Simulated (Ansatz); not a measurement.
**SrCd (Pm-3m): scan of the energy under strain, by script**

What does a strain cost in SrCd (Pm-3m)? Aim: a scan of the energy under strain, for SrCd (Pm-3m), run from a script.

Program: Ansatz 0.2.0 through its Python package. Level of theory: DFT PBEsol, plane waves, PAW. These are calculated values, not measurements.

### Step 1. The structure

Symmetry: Pm-3m, No. 221, cubic system. Conventional cell: a = 4.003 Å, b = 4.003 Å, c = 4.003 Å, α = 90.00°, β = 90.00°, γ = 90.00°. Sr (site symmetry m-3m) is surrounded by 8 Cd at 3.47 Å. Cd (site symmetry m-3m) has 8 Sr at 3.47 Å as nearest neighbours.

The script holds or builds the structure itself.

### Step 2. Script

strain_srcd.py

```python
import warnings

import ansatz as az
import matplotlib.pyplot as plt
import numpy as np

FILLING = "Fermi-Dirac"
SIGMA = 0.1
TOLERANCE = 1e-06
XC = "pbesol"
ECUT = 520
KGRID = (9, 9, 9)

VECTORS = np.array([
    [4.003, 0.0, 0.0],
    [0.0, 4.003, 0.0],
    [0.0, 0.0, 4.003],
])
SITES = [
    ("Sr", (0.5, 0.5, 0.5)),
    ("Cd", (0.0, 0.0, 0.0)),
]


def crystal_on(cell):
    crystal = az.Crystal(lattice=az.Lattice.of(cell))
    for symbol, position in SITES:
        crystal = crystal.atom(symbol, position)
    return crystal

warnings.simplefilter("ignore", az.DeckWarning)

values = np.linspace(-0.03, 0.03, 5)
energies = []
for d in values:
    strain = d / 2 * (np.ones((3, 3)) - np.eye(3))
    cell = VECTORS @ (np.eye(3) + strain)
    base = (
        crystal_on(cell).calculation()
        .occupations(FILLING, width=SIGMA)
        .scf(tolerance=TOLERANCE)
        .functional(XC)
        .basis(ECUT)
        .kpoints(*KGRID)
    )
    data = base.run(threads=1).report
    energies.append(data["free_energy_ev"] / len(SITES))
    print(f"d = {d:+.4f}  F = {energies[-1]:.5f} eV/atom")
energies = np.array(energies)

for value, e in zip(values, energies):
    print(f"strain {value:7.3f}   E - Emin = {1000 * (e - energies.min()):9.3f} meV/atom")
plt.figure(figsize=(4.5, 3))
plt.plot(values, 1000 * (energies - energies.min()), "o-")
plt.xlabel("strain")
plt.ylabel("meV/atom")
plt.tight_layout()
plt.savefig("strain.png", dpi=100)
curvature = 2 * np.polyfit(values, energies, 3)[1]
volume = abs(np.linalg.det(VECTORS)) / len(SITES)
print(f"d2E/dd2 over the volume: {curvature / volume * 160.21766:.1f} GPa")
```

### Step 3. The calls as engine input

The engine receives this input (first run):

```yaml
crystal:
  lattice:
    - [4.003, -0.060045, -0.060045]
    - [-0.060045, 4.003, -0.060045]
    - [-0.060045, -0.060045, 4.003]
  atoms:
    - { symbol: Sr, position: [0.5, 0.5, 0.5] }
    - { symbol: Cd, position: [0.0, 0.0, 0.0] }
basis:
  ecutwfc: 520.0
kpoints:
  mp_grid:
    grid: [9, 9, 9]
hamiltonian:
  xc: pbesol
scf:
  convergence:
    dr2_threshold: 1.0e-06
  occupations:
    method: fermi_dirac
    width: 0.1
```

### Step 4. Launch

The run is started by

```sh
$ python strain_srcd.py
```

**Question.** How much energy does this rhombohedral strain cost, and what curvature follows?

The runs gave:

| quantity | value |
| --- | --- |
| curvature under the strain | 65.2 GPa |
| runs compared | 5 |
| range of energy | 6.27 meV/atom |
| lowest point, strain | 0.000 |

In words: Against the unstrained cell the energy per atom changes by +6.27 meV at one end of the scan and +5.47 meV at the other, and its second derivative over the volume is 65.2 GPa. Notes:
- The curvature belongs to this strain pattern and to the cell's stress; it equals a single elastic constant only for simple patterns.
- In a metal a curvature from energy changes of a few meV or less hangs on mesh and smearing, in size and even in sign.
- The ions keep their fractional positions (clamped ions).
